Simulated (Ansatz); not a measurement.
# CH4GeO: ladder of basis sets in Python

How does the energy of CH4GeO converge with the basis? A script is to give a ladder of basis sets; the system is CH4GeO. SMILES: C[O][GeH].

Computed with Ansatz 0.2.0 through its Python package. The levels of theory stand in the script.

### Step 1. The system

Bond lengths: C1–O2 1.371 Å, O2–Ge3 1.780 Å, C1–H4 1.140 Å, C1–H5 1.074 Å, C1–H6 1.176 Å, Ge3–H7 1.609 Å. Angles: C1–O2–Ge3 105.6°, O2–C1–H4 113.8°, O2–C1–H5 116.1°, O2–C1–H6 108.0°, H4–C1–H5 107.4°, H4–C1–H6 104.7°, H5–C1–H6 105.9°, O2–Ge3–H7 109.5°.

ch4geo.xyz, read by the script:

```xyz
7

C    -0.44570    0.59930   -0.01680
O    -0.75550   -0.71150    0.24110
Ge    0.59790   -1.66100   -0.41910
H    -0.35350    0.84050   -1.12760
H     0.43220    0.98130    0.46920
H    -1.33850    1.26490    0.36000
H     1.92440   -1.38160    0.44750
```

### Step 2. Script

ch4geo_basis.py reads:

```python
# -*- coding: utf-8 -*-
import warnings

import ansatz as az

config = {
    "xc": "hf",
}

warnings.simplefilter("ignore", az.DeckWarning)

geometry = az.Crystal.molecule_from_extxyz("ch4geo.xyz")

base = geometry.calculation().functional(config["xc"])

energies = {}
for basis in ["cc-pVDZ", "cc-pVTZ"]:
    report = base.basis(gaussian=basis).run().report
    size = report["n_frozen"] + report["n_occupied"][0] + report["n_virtual"][0]
    energies[basis] = (report["reference_energy_ev"] / 27.211386246, report["free_energy_ev"] / 27.211386246)
    print(f"{basis:14s} {size:4d} orbitals  reference {energies[basis][0]:14.6f} Ha  total {energies[basis][1]:14.6f} Ha")

last = energies["cc-pVTZ"][1]
for basis, (_, total) in energies.items():
    print(f"{basis:14s} lies {27.211386 * (total - last):9.4f} eV above cc-pVTZ")
```

### Step 3. The calls as engine input

The engine receives this input (first run):

```yaml
crystal:
  periodic: [false, false, false]
  atoms:
    - { symbol: C, position_ang: [-0.4457, 0.5993, -0.0168] }
    - { symbol: O, position_ang: [-0.7555, -0.7115, 0.2411] }
    - { symbol: Ge, position_ang: [0.5979, -1.661, -0.4191] }
    - { symbol: H, position_ang: [-0.3535, 0.8405, -1.1276] }
    - { symbol: H, position_ang: [0.4322, 0.9813, 0.4692] }
    - { symbol: H, position_ang: [-1.3385, 1.2649, 0.36] }
    - { symbol: H, position_ang: [1.9244, -1.3816, 0.4475] }
basis:
  gaussian:
    orbitals: cc-pVDZ
hamiltonian:
  xc: hf
```

### Step 4. Launch

Command:

```
$ python ch4geo_basis.py
```

What it wrote:

```text
cc-pVDZ          75 orbitals  reference   -2190.344499 Ha  total   -2190.344499 Ha
cc-pVTZ         159 orbitals  reference   -2190.458790 Ha  total   -2190.458790 Ha
cc-pVDZ        lies    3.1100 eV above cc-pVTZ
cc-pVTZ        lies    0.0000 eV above cc-pVTZ
```

Wall time 4 s (1 thread of Arm Neoverse V1, shared host); peak memory 0.36 GiB.

### Step 5. What changed from run to run

The engine's inputs for the other runs:

Run 2, against run 1:

```diff
@@ -13 +13 @@
-    orbitals: cc-pVDZ
+    orbitals: cc-pVTZ
```

Lines on the test bed's own set-up are left out of the output.

A comment line of the script is reworded here; the code is as run.

### Step 6. What each run gave

The 2 runs, in the order started:

| run | basis | energy (eV) | SCF cycles | CPU time (s) |
| --- | --- | --- | --- | --- |
| 1 | cc-pVDZ | -59602.3102 | 11 | 0.97 |
| 2 | cc-pVTZ | -59605.4202 | 16 | 2.6 |

### Step 7. Summary of results

| quantity | value |
| --- | --- |
| runs compared | 2 |

Against cc-pVDZ: cc-pVTZ -114.3 mHa. The last step alone is -114.29 mHa. From the first set to the last the time grows from 1.0 to 2.6 s. The drop along the ladder measures the basis error, and is no property of the molecule. The geometry is a force-field or estimated start, not a minimum of this method, and the last set is no limit. Much of the fall in a total is atomic energy, which cancels in bond and reaction energies.
